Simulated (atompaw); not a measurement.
**Pseudopotential generation for platinum: PAW (atompaw), LDA (PW92)**

Do these settings give a usable potential? It is generated, then checked for scattering, ghosts and hardness.

Method: atompaw 4.2.0.5, LDA (PW92), scalar-relativistic.

## 1. The atom and the settings

The settings as typed:

```
element                 : platinum (Pt, Z = 78)
type                    : PAW
frozen core             : [Xe]
valence charge          : 24
reference configuration : 4f14 5d9 6s1 6p0
partial waves           : 6s (bound): rc 2.30 bohr; 6s channel at 0.95 Ry: rc 2.30 bohr; 6p (bound, empty): rc 3.00 bohr; 6p channel at 0.55 Ry: rc 3.00 bohr; 5d (bound): rc 3.00 bohr; 5d channel at -0.15 Ry: rc 2.35 bohr; 4f (bound): rc 0.85 bohr; 4f channel at -4.5 Ry: rc 0.85 bohr
local potential         : troulliermartins scheme with l = 4 at 0 Ry, radius 2.50 bohr
core correction         : smooth core density matched at 2.55 bohr
augmentation charge     : sinc compensation charge, radius 2.95 bohr; PAW radius 3.00 bohr; waves and projectors: custom polynom vanderbiltortho
```

The nodes and maxima of the atom's own shells, from an earlier all-electron run, set the scale for the radii.

All-electron outer shells of the reference configuration (LDA (PW92), scalar-relativistic, ld1.x):

```json
{"shell": "5s", "level (eV)": "-102.20", "outermost node (bohr)": "0.49", "outermost maximum (bohr)": "0.87"}
{"shell": "4f", "level (eV)": "-70.50", "outermost node (bohr)": "–", "outermost maximum (bohr)": "0.38"}
{"shell": "5p", "level (eV)": "-56.29", "outermost node (bohr)": "0.53", "outermost maximum (bohr)": "0.98"}
{"shell": "5d", "level (eV)": "-6.38", "outermost node (bohr)": "0.57", "outermost maximum (bohr)": "1.26"}
{"shell": "6s", "level (eV)": "-5.96", "outermost node (bohr)": "1.14", "outermost maximum (bohr)": "2.38"}
{"shell": "6p", "level (eV)": "-0.96", "outermost node (bohr)": "1.36", "outermost maximum (bohr)": "3.55"}
```

## 2. Generating the potential

Pt.input reads:

```
Pt 78
LDA-PW scalarrelativistic loggrid 2001 logderivrange -7 5 301
6 6 5 4 0 0
6 0 1
6 1 0
5 2 9
0 0 0
c
c
c
c
c
v
c
c
c
c
v
c
c
v
v
3
3.00 2.95 2.50 2.55
y
0.95
n
y
0.55
n
y
-0.15
n
y
-4.5
n
custom polynom vanderbiltortho sinc
4 0 troulliermartins
2.30
2.30
3.00
3.00
3.00
2.35
0.85
0.85
PWSCFOUT
UPFDX 0.0125d0 UPFXMIN -7.d0 UPFZMESH 78.d0
END
```

Launch:

```
$ atompaw < Pt.input > Pt.log
```

What does the calculation give? Wanted: cutoffs for 10 and 1 mRy, occupied levels; bound ghosts; largest phase difference near zero energy, channels read; lowest eigenvalue of the overlap; share of valence orbitals outside the PAW sphere; UPF file.

The runs gave:

| quantity | value |
| --- | --- |
| cutoffs for 10 and 1 mRy, occupied levels | over 300 Ry and over 300 Ry |
| bound ghosts | s at -111.97 eV, p at -16.41 eV |
| largest phase difference near zero energy, channels read | 0.059 rad |
| lowest eigenvalue of the overlap (Bessel basis) | 0.131 (s) |
| share of valence orbitals outside the PAW sphere | 6s 40 %, 6p 81 %, 5d 7 %, 4f 0 % |
| UPF file | written |

In words: A bound ghost (s, p) makes it unfit for use: electrons can fall into a state that the atom doesn't have. It counts as very hard, with over 300 Ry needed at the looser tolerance. The slowest occupied level is 4f: taken alone it needs 300 Ry to come within 1 mRy, against 12 Ry for 5d. Of the channels read, d scatters worst near zero energy, by up to 0.06 rad. The pseudo curves have a pole with no partner nearby in the atom's: p at -1.21 Ry. Note that the frozen 5p shell (-56 eV) lies higher than the valence 4f shell (-71 eV). These are tests on the free atom; a crystal test is still owed.
